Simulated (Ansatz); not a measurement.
**BaScC2: what a guessed cell relaxes into**

Where does this trial cell of BaScC2 go when cell and atoms are let free?

Program: Ansatz 0.2.0. Level of theory: DFT PBE, scalar-relativistic, plane waves, PAW. These are calculated values, not measurements.

2 further runs of the same task are left out: 1 that didn't finish, 1 set aside as unsound or not needed.

## (1) The structure to begin with

Symmetry: Cmcm, No. 63, orthorhombic system. Conventional cell: a = 6.348 Å, b = 7.222 Å, c = 8.194 Å, α = 90.00°, β = 90.00°, γ = 90.00°. Around Ba (site symmetry 2/m) lie 4 C at 2.53 Å. Around Sc (site symmetry 2/m) lie 4 C at 2.68 Å. C (site symmetry m) is surrounded by 2 Ba at 2.53 Å and 2 Sc at 2.68 Å.

Structure file:

```cif
data_structure
_symmetry_space_group_name_H-M 'P 1'
_symmetry_Int_Tables_number 1
_cell_length_a 4.8078
_cell_length_b 4.8078
_cell_length_c 8.1944
_cell_angle_alpha 90.000
_cell_angle_beta 90.000
_cell_angle_gamma 97.371
_cell_volume 187.85
loop_
_atom_site_label
_atom_site_type_symbol
_atom_site_fract_x
_atom_site_fract_y
_atom_site_fract_z
_atom_site_occupancy
Ba1 Ba 0.50000 0.50000 0.00000 1
Ba2 Ba 0.50000 0.50000 0.50000 1
Sc1 Sc 0.00000 0.00000 0.00000 1
Sc2 Sc 0.00000 0.00000 0.50000 1
C1 C 0.76168 0.69788 0.25000 1
C2 C 0.23832 0.30212 0.75000 1
C3 C 0.30212 0.23832 0.25000 1
C4 C 0.69788 0.76168 0.75000 1
```

A structure generator made this guess: random cell by space group and Wyckoff sites (Cmcm, No. 63). Its size is a rough estimate.

## (2) A first look at the guess

input.yaml reads:

```yaml
crystal:
  lattice:
    - [3.17406883, -3.61114319, 0.0]
    - [3.17406883, 3.61114319, 0.0]
    - [0.0, 0.0, 8.19435889]
  atoms:
    - { symbol: Ba, position: [0.5, 0.5, 0.0] }
    - { symbol: Ba, position: [0.5, 0.5, 0.5] }
    - { symbol: Sc, position: [0.0, 0.0, 0.0] }
    - { symbol: Sc, position: [0.0, 0.0, 0.5] }
    - { symbol: C, position: [0.76168082, 0.69787549, 0.25] }
    - { symbol: C, position: [0.23831918, 0.30212451, 0.75] }
    - { symbol: C, position: [0.30212451, 0.23831918, 0.25] }
    - { symbol: C, position: [0.69787549, 0.76168082, 0.75] }
basis:
  ecutwfc: 420
kpoints:
  mp_grid: { grid: [4, 4, 2] }
hamiltonian:
  xc: pbe
scf:
  occupations: { method: gaussian, width: 0.1 }
  lower_state_search: "off"
output:
  forces: true
  stress: true
  eigenvalues: true
```

Run with:

```sh
ansatz run input.yaml --threads 1 --pin off --max-ram 2560MiB --backend cpu --events-out ev --progress --plain --runs-dir out
```

The session goes on with these runs: spin check on a coarse mesh; rough relaxation on the coarse mesh; another rough relaxation; relaxation on the finer mesh.

**Question.** What will these runs give? Wanted: conventional cell; volume; energy over the elements; gap on the mesh.

As calculated:

| quantity | value |
| --- | --- |
| symmetry at the end (tolerance 0.05 Å) | space group Cmcm (No. 63) |
| conventional cell | a = 6.236 Å, b = 7.232 Å, c = 6.980 Å, α = 90.00°, β = 90.00°, γ = 90.00° |
| volume | 19.68 Å³/atom |
| energy over the elements | +0.42 eV/atom |
| gap on the mesh | none (metal) |

The space group Cmcm (No. 63) is kept, and the volume per atom shrinks by 16.2 % from the first guess. With a positive formation energy it can't be a ground state. No finished test with a distortion of lower symmetry is shown, so the end may be a saddle point. Other magnetic orders were not searched.
